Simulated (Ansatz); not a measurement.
# Pt: an axial (c/a) deformation path

One table from this session's results is given with a row withheld; the runs are named, their logs left out.

This is Pt in the hcp structure; at room conditions it is fcc.

Program: Ansatz 0.2.0. Level of theory: DFT PBEsol, scalar-relativistic, plane waves, PAW. These are calculated values, not measurements.

## The system as given

It takes space group P6_3/mmc (No. 194, hexagonal). The conventional cell has a = 2.761 Å, b = 2.761 Å, c = 4.792 Å, α = 90.00°, β = 90.00°, γ = 120.00°. Pt (site symmetry -6m2) is surrounded by 12 Pt at 2.76 to 2.88 Å.

Coordinates:

```
Pt
1.0
     2.76067    0.00000    0.00000
    -1.38033    2.39081    0.00000
     0.00000    0.00000    4.79213
Pt
2
Direct
  0.66667 0.33333 0.75000
  0.33333 0.66667 0.25000
```

It goes back to an entry of the Materials Project, which need not be the stable form.

No relaxation comes first: the listed cell is the starting point.

## Zero of energy

Reference values: F = -24767.4853 eV; pressure -10.79 GPa; largest force 0.000 eV/Å; gap on the mesh none (metal). It was computed beforehand with the settings of the runs below.

Set-up of the first run:

At fixed volume and fractional coordinates, lengths along (0.000, 0.000, 1.000) are scaled against those across it; ρ is that ratio over its starting value.

input.yaml

```yaml
crystal:
  lattice:
    - [2.9143441186, 0.0, 0.0]
    - [-1.4571720593, 2.5238960421, 0.0]
    - [0.0, 0.0, 4.3000638469]
  atoms:
    - { symbol: Pt, position: [0.6666666667, 0.3333333333, 0.75] }
    - { symbol: Pt, position: [0.3333333333, 0.6666666667, 0.25] }
basis:
  ecutwfc: 420
kpoints:
  mp_grid: { grid: [24, 24, 12] }
hamiltonian:
  xc: pbesol
scf:
  occupations: { method: gaussian, width: 0.15 }
output:
  forces: true
  stress: true
  eigenvalues: true
```

The run is started by

```sh
ansatz run input.yaml --threads 1 --pin off --max-ram 2560MiB --backend cpu --events-out ev --progress --plain --runs-dir out
```

Steps of the session up to this table: Point ρ = 0.850; At ρ = 1.200; Point ρ = 0.920; ρ = 1.100; At ρ = 0.960; Point ρ = 1.050; Point ρ = 0.800; At ρ = 1.300.

One table of the session follows, with a row left open; its other results are not shown here.

```
    ρ  ΔE (meV/atom)  pressure (GPa)
0.800          116.7            -4.8
0.850           77.4            -8.0
0.920           29.2           -10.7
0.960            7.8           -11.2
1.000            0.0           -10.8
1.050           15.9            -8.8
1.100              ?               ?
1.200          237.3             5.9
1.300          516.6            21.8
```

**Question.** Estimate the row for ρ = 1.100.

Worked estimate for «ΔE (meV/atom)». A straight line through the neighbours (1.050, 15.9) and (1.200, 237.3) gives 15.9 + (237.3 − 15.9) × (1.100 − 1.050) / (1.200 − 1.050) = 89.7; a parabola fitted to 4 rows on both sides gives 63.5.

The run gave: ΔE (meV/atom): 61.4; pressure (GPa): -5.3. In «ΔE (meV/atom)» the line misses by +28.3 and the parabola by +2.1.
